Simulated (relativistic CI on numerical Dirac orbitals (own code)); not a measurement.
**As XVI (As¹⁵⁺): levels and lines**

What are the lowest levels and the strongest lines of As¹⁵⁺? One CI run answers it; further runs change one setting each.

The numbers are computed with relativistic CI on numerical Dirac orbitals (own code) version 4 (Dirac-Coulomb-Breit CI, KLI orbitals optimised for each configuration, model QED (radiative potential, 1s self-energy scaled to tabulated hydrogen-like ionisation energies)), except any that are marked as measured or tabulated.

### Step 1. What is computed

| Property | Result |
| --- | --- |
| ion | As¹⁵⁺ (As XVI) |
| nuclear charge | 33 |
| electrons | 18 |
| isotope | A = 75 |
| first configuration typed | [Ne] 3s2 3p6 |

The outer shells:

first configuration typed
```
[Ne] core
3s [↑↓]
3p [↑↓][↑↓][↑↓]
```

### Step 2. CI with the chosen configurations

Input settings:

```ini
atom As  Z=33  charge=15  electrons=18
nucleus A=75  rms_radius_fm=4.0968
hamiltonian dirac-coulomb  breit=on  qed=on  c_scale=1
orbitals kli  potential=per-configuration
slater_scale 1
correlation none
mixing on
configurations
  [Ne] 3s2 3p6
  [Ne] 3s2 3p5 3d
  [Ne] 3s 3p6 3d
  [Ne] 3s2 3p5 4s
  [Ne] 3s2 3p5 4p
  [Ne] 3s2 3p5 4d
  [Ne] 3s 3p6 4s
  [Ne] 3s2 3p5 4f
  [Ne] 3s 3p6 4p
  [Ne] 3p6 3d2
  [Ne] 3p5 3d3
  [Ne] 3p5 3d2 4s
  [Ne] 3p5 3d2 4p
  [Ne] 3p5 3d2 4d
end
```

Launch:

```
$ python run_levels.py task.json out
```

One command runs all members of the session, one after another, from task.json.

Results of the run (chosen fields of its result record, rounded):

```text
{
  "status": "converged",
  "levels [i, E_cm, J2, conf, term, w_term, jj, w_jj, g, tau_s]": [
    [0, 0, 0, "3s2 3p6", "1S", 0.9992, "closed", 0.9992, "-", "-"],
    [1, 617021.27, 0, "3s2 3p5 3d", "3P*", 0.9993, "3p3/2^3 3d3/2", 0.9993, "-", "-"],
    [2, 625479.28, 2, "3s2 3p5 3d", "3P*", 0.9679, "3p3/2^3 3d3/2", 0.6812, 1.468, 1.773e-08],
    [3, 643196.66, 4, "3s2 3p5 3d", "3P*", 0.8941, "3p3/2^3 3d5/2", 0.6097, 1.459, 0.0025],
    [4, 653270.55, 8, "3s2 3p5 3d", "3F*", 0.9994, "3p3/2^3 3d5/2", 0.9994, 1.249, "-"],
    [5, 658101.08, 6, "3s2 3p5 3d", "3F*", 0.8329, "3p3/2^3 3d3/2", 0.8806, 1.086, 0.2742],
    [6, 672203.76, 4, "3s2 3p5 3d", "3F*", 0.6938, "3p3/2^3 3d3/2", 0.6048, 0.7911, 0.008094],
    [7, 702441.87, 6, "3s2 3p5 3d", "3D*", 0.6233, "3p3/2^3 3d5/2", 0.9715, 1.207, 0.002822],
    [8, 720264.43, 4, "3s2 3p5 3d", "1D*", 0.4617, "3p1/2 3p3/2^4 3d3/2", 0.7469, 0.9377, 0.0004337],
    [9, 721417.17, 2, "3s2 3p5 3d", "3D*", 0.9575, "3p1/2 3p3/2^4 3d3/2", 0.4898, 0.5339, 3.437e-10],
    [10, 737639.95, 4, "3s2 3p5 3d", "3D*", 0.5573, "3p1/2 3p3/2^4 3d5/2", 0.7816, 1.14, 0.0003498],
    [11, 743778.57, 6, "3s2 3p5 3d", "1F*", 0.5118, "3p1/2 3p3/2^4 3d5/2", 0.9062, 1.12, 0.0002252],
    [12, 926770.15, 2, "3s2 3p5 3d", "1P*", 0.987, "3p3/2^3 3d5/2", 0.5136, 0.9938, 2.002e-12],
    [13, 1230852.4, 2, "3s 3p6 3d", "3D", 0.9987, "3s 3d3/2", 0.9987, 0.4975, 1.032e-11],
    [14, 1234293.7, 4, "3s 3p6 3d", "3D", 0.9935, "3s 3d3/2", 0.6684, 1.165, 1.029e-11],
    [15, 1240415.4, 6, "3s 3p6 3d", "3D", 0.9987, "3s 3d5/2", 0.9987, 1.332, 1.027e-11],
    [16, 1301261.4, 4, "3s 3p6 3d", "1D", 0.9926, "3s 3d5/2", 0.6678, 0.9994, 1.044e-11],
    [17, 2244446.1, 4, "3s2 3p5 4s", "3P*", 0.9946, "3p3/2^3 4s", 0.9946, 1.5, 1.713e-08],
    [18, 2254602.9, 2, "3s2 3p5 4s", "1P*", 0.511, "3p3/2^3 4s", 0.9717, 1.243, 4.278e-12],
    [19, 2300438.4, 0, "3s2 3p5 4s", "3P*", 0.9929, "3p1/2 3p3/2^4 4s", 0.9929, "-", 2.04e-08],
    [20, 2307665.6, 2, "3s2 3p5 4s", "3P*", 0.5084, "3p1/2 3p3/2^4 4s", 0.9703, 1.255, 4.659e-12],
    [21, 2396179.9, 2, "3s2 3p5 4p", "3S", 0.8281, "3p3/2^3 4p1/2", 0.6054, 1.916, 6.489e-12],
    [22, 2418556.7, 4, "3s2 3p5 4p", "3D", 0.5792, "3p3/2^3 4p1/2", 0.987, 1.145, 6.041e-12],
    [23, 2430300.7, 6, "3s2 3p5 4p", "3D", 0.9987, "3p3/2^3 4p3/2", 0.9987, 1.333, 6.43e-12],
    [24, 2435195.5, 2, "3s2 3p5 4p", "1P", 0.4467, "3p3/2^3 4p3/2", 0.6013, 0.9974, 6.442e-12],
    "... 175 more rows left out ..."
  ],
  "lines, the strongest and those to the lowest levels [upper, lower, type, S_au, A_per_s, branching]": [
    [17, 1, "E2", 0.009086, 2.323e+06, 0.03981],
    [17, 2, "E2", 0.02393, 5.96e+06, 0.1021],
    [46, 0, "E1", 0.133, 1.769e+12, 0.9923],
    [51, 0, "E1", 0.0536, 7.56e+11, 0.9749],
    [54, 1, "E1", 0.1135, 9.026e+11, 0.4578],
    [54, 2, "E1", 0.1021, 8.031e+11, 0.4074],
    [55, 2, "E1", 0.2333, 1.109e+12, 0.5711],
    [55, 3, "E1", 0.1225, 5.686e+11, 0.2929],
    [56, 4, "E1", 0.8533, 1.78e+12, 0.9957],
    [57, 5, "E1", 0.6018, 1.534e+12, 0.8658],
    [58, 3, "E1", 0.4024, 1.348e+12, 0.7092],
    [58, 7, "E1", 0.1118, 3.46e+11, 0.182],
    [59, 5, "E1", 0.08847, 2.939e+11, 0.1653],
    [59, 6, "E1", 0.4135, 1.348e+12, 0.7584],
    [60, 7, "E1", 0.6259, 1.532e+12, 0.8763],
    [61, 9, "E1", 0.1999, 8.721e+11, 0.5396],
    [61, 12, "E1", 0.1195, 3.889e+11, 0.2406],
    [62, 8, "E1", 0.4664, 1.523e+12, 0.8547],
    [63, 10, "E1", 0.4891, 1.567e+12, 0.8603],
    [64, 11, "E1", 0.6693, 1.656e+12, 0.943],
    [65, 9, "E1", 0.118, 5.508e+11, 0.3407],
    [65, 12, "E1", 0.2069, 7.257e+11, 0.4489],
    [170, 32, "E1", 2.488, 3.854e+11, "-"],
    [173, 31, "E1", 1.249, 4.145e+11, "-"],
    [174, 32, "E1", 1.873, 4.338e+11, "-"],
    [176, 38, "E1", 3.207, 5.331e+11, "-"],
    [177, 38, "E1", 2.146, 4.782e+11, "-"],
    [195, 32, "E1", 0.1186, 2.233e+11, "-"]
  ],
  "n_levels_all": 912,
  "total_energy [Ha]": -2149.2419932,
  "configurations [conf, odd, states, E_av_cm, breit_Ha, qed_Ha, corr_Ha]": [
    ["3s2 3p6", 0, 1, 2105.03, 1.047, 0.7131, "-"],
    ["3s2 3p5 3d", 1, 60, 700257, 1.038, 0.7128, "-"],
    ["3s 3p6 3d", 0, 20, 1.25508e+06, 1.04, 0.706, "-"],
    ["3s2 3p5 4s", 1, 12, 2.27177e+06, 1.039, 0.7156, "-"],
    ["3s2 3p5 4p", 0, 36, 2.45281e+06, 1.04, 0.7134, "-"],
    ["3s2 3p5 4d", 1, 60, 2.71567e+06, 1.037, 0.7133, "-"],
    ["3s 3p6 4s", 0, 4, 2.83445e+06, 1.041, 0.7086, "-"],
    ["3s2 3p5 4f", 0, 84, 2.92735e+06, 1.036, 0.7134, "-"],
    ["3s 3p6 4p", 1, 12, 3.00969e+06, 1.042, 0.7064, "-"],
    ["3p6 3d2", 0, 45, 2.53814e+06, 1.033, 0.699, "-"],
    ["3p5 3d3", 1, 720, 3.22186e+06, 1.025, 0.6989, "-"],
    ["3p5 3d2 4s", 1, 540, 4.76097e+06, 1.025, 0.7012, "-"],
    ["3p5 3d2 4p", 0, 1620, 4.93157e+06, 1.026, 0.6991, "-"],
    ["3p5 3d2 4d", 1, 2700, 5.19163e+06, 1.023, 0.699, "-"]
  ],
  "radial 3s2 3p5 3d [Ha, bohr]": {"<r^-3>(3p)": 206.78, "<r^1>(3p)": 0.52741, "<r^2>(3p)": 0.32079, "<r^4>(3p)": 0.15912, "zeta(3p)": 0.16637, "<r^-3>(3d)": 29.938, "<r^1>(3d)": 0.48796, "<r^2>(3d)": 0.27833, "<r^4>(3d)": 0.1341, "F2(3p,3d)": 0.85923, "G1(3p,3d)": 0.96926, "G3(3p,3d)": 0.63175, "zeta(3d)": 0.017311},
  "ionisation_energy [eV]": 586.538
}
```

It took 1.3 s on 1 thread of Arm Neoverse N1, shared host.

The same levels in spectroscopic notation (° marks odd parity):

| level | energy (eV) | LS purity (%) | jj purity (%) | radiative lifetime (s) |
| --- | --- | --- | --- | --- |
| 3p6 1S0 | 0.00 | 100 | 100 | - |
| 3p5 3d 3P°0 | 76.50 | 100 | 100 | - |
| 3p5 3d 3P°1 | 77.55 | 97 | 68 | 1.8e-08 |
| 3p5 3d 3P°2 | 79.75 | 89 | 61 | 0.0025 |
| 3p5 3d 3F°4 | 81.00 | 100 | 100 | - |
| 3p5 3d 3F°3 | 81.59 | 83 | 88 | 0.27 |
| 3p5 3d 3F°2 | 83.34 | 69 | 60 | 0.0081 |
| 3p5 3d [3p3/2^3 3d5/2] J=3° | 87.09 | 62 | 97 | 0.0028 |
| 3p5 3d [3p1/2 3p3/2^4 3d3/2] J=2° | 89.30 | 46 | 75 | 0.00043 |
| 3p5 3d 3D°1 | 89.44 | 96 | 49 | 3.4e-10 |
| 3p5 3d [3p1/2 3p3/2^4 3d5/2] J=2° | 91.46 | 56 | 78 | 0.00035 |
| 3p5 3d [3p1/2 3p3/2^4 3d5/2] J=3° | 92.22 | 51 | 91 | 0.00023 |
| 3p5 3d 1P°1 | 114.90 | 99 | 51 | 2e-12 |
| 3s 3p6 3d 3D1 | 152.61 | 100 | 100 | 1e-11 |

Where the configurations lie:

| configuration | levels among the lowest 60 | parity | lowest (eV) | highest (eV) |
| --- | --- | --- | --- | --- |
| 3p6 | 1 | even | 0.00 | 0.00 |
| 3p5 3d | 12 | odd | 76.50 | 114.90 |
| 3s 3p6 3d | 4 | even | 152.61 | 161.34 |
| 3p5 4s | 4 | odd | 278.28 | 286.11 |
| 3p5 4p | 10 | even | 297.09 | 314.33 |
| 3d2 | 9 | even | 310.41 | 328.16 |
| 3p5 4d | 12 | odd | 331.29 | 341.43 |
| 3s 3p6 4s | 2 | even | 351.65 | 354.80 |
| 3p5 4f | 6 | even | 358.59 | 361.27 |

Strongest E1 lines among the lowest 200 of 912 levels, by gA:

| upper | lower | wavelength (nm) | A (1/s) |
| --- | --- | --- | --- |
| 3p5 4f 3G5 | 3p5 3d 3F°4 | 4.453 | 1.78e+12 |
| 3p5 4f [3p1/2 3p3/2^4 4f7/2] J=4 | 3p5 3d [3p1/2 3p3/2^4 3d5/2] J=3° | 4.498 | 1.66e+12 |
| 3p5 4f [3p3/2^3 4f5/2] J=4 | 3p5 3d 3F°3 | 4.453 | 1.53e+12 |
| 3p5 4f [3p3/2^3 4f7/2] J=4 | 3p5 3d [3p3/2^3 3d5/2] J=3° | 4.514 | 1.53e+12 |
| 3p5 4f [3p1/2 3p3/2^4 4f7/2] J=3 | 3p5 3d [3p1/2 3p3/2^4 3d5/2] J=2° | 4.487 | 1.57e+12 |
| 3p5 4f [3p1/2 3p3/2^4 4f5/2] J=3 | 3p5 3d [3p1/2 3p3/2^4 3d3/2] J=2° | 4.459 | 1.52e+12 |
| 3p5 4f 3D3 | 3p5 3d 3P°2 | 4.420 | 1.35e+12 |
| 3p5 4f [3p3/2^3 4f5/2] J=3 | 3p5 3d 3F°2 | 4.461 | 1.35e+12 |
| 3p5 4f 3D2 | 3p5 3d 3P°1 | 4.401 | 1.11e+12 |
| 3p5 4d 1P°1 | 3p6 1S0 | 3.703 | 1.77e+12 |

### Step 3. Without configuration mixing

Settings: those of step 2 with these lines changed.

```diff
@@ -6,3 +6,3 @@
 correlation none
-mixing on
+mixing off
 configurations
```

From the record:

```text
{
  "status": "converged",
  "levels [i, E_cm, J2, conf, term, w_term, w_jj]": [
    [0, 0, 0, "3s2 3p6", "1S", 1, 1],
    [1, 616714.91, 0, "3s2 3p5 3d", "3P*", 1, 1],
    [2, 625175.57, 2, "3s2 3p5 3d", "3P*", 0.9685, 0.682],
    [3, 642895.2, 4, "3s2 3p5 3d", "3P*", 0.8942, 0.6102],
    [4, 652820.77, 8, "3s2 3p5 3d", "3F*", 1, 1],
    [5, 657644.67, 6, "3s2 3p5 3d", "3F*", 0.8333, 0.8813],
    [6, 671750.41, 4, "3s2 3p5 3d", "3F*", 0.694, 0.6048],
    [7, 701967.28, 6, "3s2 3p5 3d", "3D*", 0.6236, 0.9721],
    [8, 719806.42, 4, "3s2 3p5 3d", "1D*", 0.4618, 0.7474],
    [9, 720955.91, 2, "3s2 3p5 3d", "3D*", 0.958, 0.4904],
    [10, 737196.07, 4, "3s2 3p5 3d", "3D*", 0.5573, 0.7826],
    [11, 743307.27, 6, "3s2 3p5 3d", "1F*", 0.5119, 0.9069],
    "... 188 more rows left out ..."
  ],
  "n_levels_all": 912,
  "total_energy [Ha]": -2149.2324019,
  "configurations [conf, odd, states, E_av_cm, breit_Ha, qed_Ha, corr_Ha]": [
    ["3s2 3p6", 0, 1, 0, 1.047, 0.7131, "-"],
    ["3s2 3p5 3d", 1, 60, 698152, 1.038, 0.7128, "-"],
    ["3s 3p6 3d", 0, 20, 1.25298e+06, 1.04, 0.706, "-"],
    ["3s2 3p5 4s", 1, 12, 2.26967e+06, 1.039, 0.7156, "-"],
    ["3s2 3p5 4p", 0, 36, 2.45071e+06, 1.04, 0.7134, "-"],
    ["3s2 3p5 4d", 1, 60, 2.71357e+06, 1.037, 0.7133, "-"],
    ["3s 3p6 4s", 0, 4, 2.83234e+06, 1.041, 0.7086, "-"],
    ["3s2 3p5 4f", 0, 84, 2.92525e+06, 1.036, 0.7134, "-"],
    ["3s 3p6 4p", 1, 12, 3.00759e+06, 1.042, 0.7064, "-"],
    ["3p6 3d2", 0, 45, 2.53603e+06, 1.033, 0.699, "-"],
    ["3p5 3d3", 1, 720, 3.21975e+06, 1.025, 0.6989, "-"],
    ["3p5 3d2 4s", 1, 540, 4.75886e+06, 1.025, 0.7012, "-"],
    ["3p5 3d2 4p", 0, 1620, 4.92946e+06, 1.026, 0.6991, "-"],
    ["3p5 3d2 4d", 1, 2700, 5.18952e+06, 1.023, 0.699, "-"]
  ]
}
```

It took 1.2 s on 1 thread of Arm Neoverse N1, shared host.

How the levels moved (cm⁻¹, from the main run's lowest level):

| level | main run | shift |
| --- | --- | --- |
| 3p5 3d 3P°0 | 617021 | -306.4 |
| 3p5 3d 3P°1 | 625479 | -303.7 |
| 3p5 3d 3P°2 | 643197 | -301.5 |
| 3p5 3d 3F°4 | 653271 | -449.8 |
| 3p5 3d 3F°3 | 658101 | -456.4 |
| 3p5 3d 3F°2 | 672204 | -453.3 |
| 3p5 3d [3p3/2^3 3d5/2] J=3° | 702442 | -474.6 |
| 3p5 3d [3p1/2 3p3/2^4 3d3/2] J=2° | 720264 | -458.0 |
| 3p5 3d 3D°1 | 721417 | -461.3 |
| 3p5 3d [3p1/2 3p3/2^4 3d5/2] J=2° | 737640 | -443.9 |
| 3p5 3d [3p1/2 3p3/2^4 3d5/2] J=3° | 743779 | -471.3 |
| 3p5 3d 1P°1 | 926770 | -123.3 |

### Step 4. Without the Breit term

Settings: those of step 3 with these lines changed.

```diff
@@ -2,3 +2,3 @@
 nucleus A=75  rms_radius_fm=4.0968
-hamiltonian dirac-coulomb  breit=on  qed=on  c_scale=1
+hamiltonian dirac-coulomb  breit=off  qed=on  c_scale=1
 orbitals kli  potential=per-configuration
@@ -6,3 +6,3 @@
 correlation none
-mixing off
+mixing on
 configurations
```

From the record:

```text
{
  "status": "converged",
  "levels [i, E_cm, J2, conf, term, w_term, w_jj]": [
    [0, 0, 0, "3s2 3p6", "1S", 0.9992, 0.9992],
    [1, 617920.59, 0, "3s2 3p5 3d", "3P*", 0.9993, 0.9993],
    [2, 626818.47, 2, "3s2 3p5 3d", "3P*", 0.9666, 0.6846],
    [3, 645086.3, 4, "3s2 3p5 3d", "3P*", 0.8896, 0.6074],
    [4, 655252.81, 8, "3s2 3p5 3d", "3F*", 0.9994, 0.9994],
    [5, 659575.7, 6, "3s2 3p5 3d", "3F*", 0.8282, 0.8847],
    [6, 673673.3, 4, "3s2 3p5 3d", "3F*", 0.6841, 0.6062],
    [7, 704197.3, 6, "3s2 3p5 3d", "3D*", 0.6231, 0.972],
    [8, 722446.19, 4, "3s2 3p5 3d", "1D*", 0.4567, 0.7546],
    [9, 723149.11, 2, "3s2 3p5 3d", "3D*", 0.9558, 0.4898],
    [10, 740210.35, 4, "3s2 3p5 3d", "3D*", 0.5546, 0.7857],
    [11, 746671.08, 6, "3s2 3p5 3d", "1F*", 0.5079, 0.9098],
    [12, 928728.67, 2, "3s2 3p5 3d", "1P*", 0.9866, 0.5125],
    [13, 1231892.7, 2, "3s 3p6 3d", "3D", 0.9987, 0.9987],
    [14, 1235641.9, 4, "3s 3p6 3d", "3D", 0.9929, 0.6721],
    [15, 1242232.8, 6, "3s 3p6 3d", "3D", 0.9987, 0.9987],
    "... 184 more rows left out ..."
  ],
  "n_levels_all": 912,
  "total_energy [Ha]": -2150.2887365,
  "configurations [conf, odd, states, E_av_cm, breit_Ha, qed_Ha, corr_Ha]": [
    ["3s2 3p6", 0, 1, 2086.76, 1.047, 0.7131, "-"],
    ["3s2 3p5 3d", 1, 60, 702206, 1.038, 0.7128, "-"],
    ["3s 3p6 3d", 0, 20, 1.25659e+06, 1.04, 0.706, "-"],
    ["3s2 3p5 4s", 1, 12, 2.27344e+06, 1.039, 0.7156, "-"],
    ["3s2 3p5 4p", 0, 36, 2.45438e+06, 1.04, 0.7134, "-"],
    ["3s2 3p5 4d", 1, 60, 2.71788e+06, 1.037, 0.7133, "-"],
    ["3s 3p6 4s", 0, 4, 2.83568e+06, 1.041, 0.7086, "-"],
    ["3s2 3p5 4f", 0, 84, 2.92977e+06, 1.036, 0.7134, "-"],
    ["3s 3p6 4p", 1, 12, 3.01078e+06, 1.042, 0.7064, "-"],
    ["3p6 3d2", 0, 45, 2.54108e+06, 1.033, 0.699, "-"],
    ["3p5 3d3", 1, 720, 3.22667e+06, 1.025, 0.6989, "-"],
    ["3p5 3d2 4s", 1, 540, 4.76568e+06, 1.025, 0.7012, "-"],
    ["3p5 3d2 4p", 0, 1620, 4.93612e+06, 1.026, 0.6991, "-"],
    ["3p5 3d2 4d", 1, 2700, 5.19678e+06, 1.023, 0.699, "-"]
  ],
  "ionisation_energy [eV]": 586.78
}
```

It took 0.72 s on 1 thread of Arm Neoverse N1, shared host.

How the levels moved (cm⁻¹, from the main run's lowest level):

| level | main run | shift |
| --- | --- | --- |
| 3p5 3d 3P°0 | 617021 | +899.3 |
| 3p5 3d 3P°1 | 625479 | +1339.2 |
| 3p5 3d 3P°2 | 643197 | +1889.6 |
| 3p5 3d 3F°4 | 653271 | +1982.3 |
| 3p5 3d 3F°3 | 658101 | +1474.6 |
| 3p5 3d 3F°2 | 672204 | +1469.5 |
| 3p5 3d [3p3/2^3 3d5/2] J=3° | 702442 | +1755.4 |
| 3p5 3d [3p1/2 3p3/2^4 3d3/2] J=2° | 720264 | +2181.8 |
| 3p5 3d 3D°1 | 721417 | +1731.9 |
| 3p5 3d [3p1/2 3p3/2^4 3d5/2] J=2° | 737640 | +2570.4 |
| 3p5 3d [3p1/2 3p3/2^4 3d5/2] J=3° | 743779 | +2892.5 |
| 3p5 3d 1P°1 | 926770 | +1958.5 |

### Step 5. What each setting moved

| run | time | mean size of shift, levels followed (cm⁻¹) | lowest level | ionisation energy (eV) |
| --- | --- | --- | --- | --- |
| main run | 1.3 s | 0 | 3p6 1S0 | 586.54 |
| without configuration mixing | 1.2 s | 392 | 3p6 1S0 | - |
| without the Breit term | 0.72 s | 1845 | 3p6 1S0 | 586.78 |

The semi-empirical ionisation energy (NIST) is 587.6 eV.

### Step 6. What came out

```
                                                                        quantity                       value
                                                                    lowest level                     3p6 1S0
                                                                first excitation    3p5 3d 3P°0, 617021 cm⁻¹
                                                lowest level of the other parity    3p5 3d 3P°0, 617021 cm⁻¹
                                                             levels in the model                         912
fastest E1 line (by rate) to the lowest level among the lowest 200 of 912 levels  3.703 nm, from 3p5 4d 1P°1
                                                               ionisation energy                   586.54 eV
                                        ionisation energy, semi-empirical (NIST)                    587.6 eV
```

**Reading.** The lowest level is 3p6 1S0, 100 % pure in LS and 100 % in jj coupling; over the low levels the means are 83 and 79 %, so they are in intermediate coupling. The ionisation energy agrees with the semi-empirical value within its uncertainty of 1.9 eV. The largest mover is «without the Breit term» (1845 cm⁻¹ on average). Lifetimes count radiative decay inside the model alone.
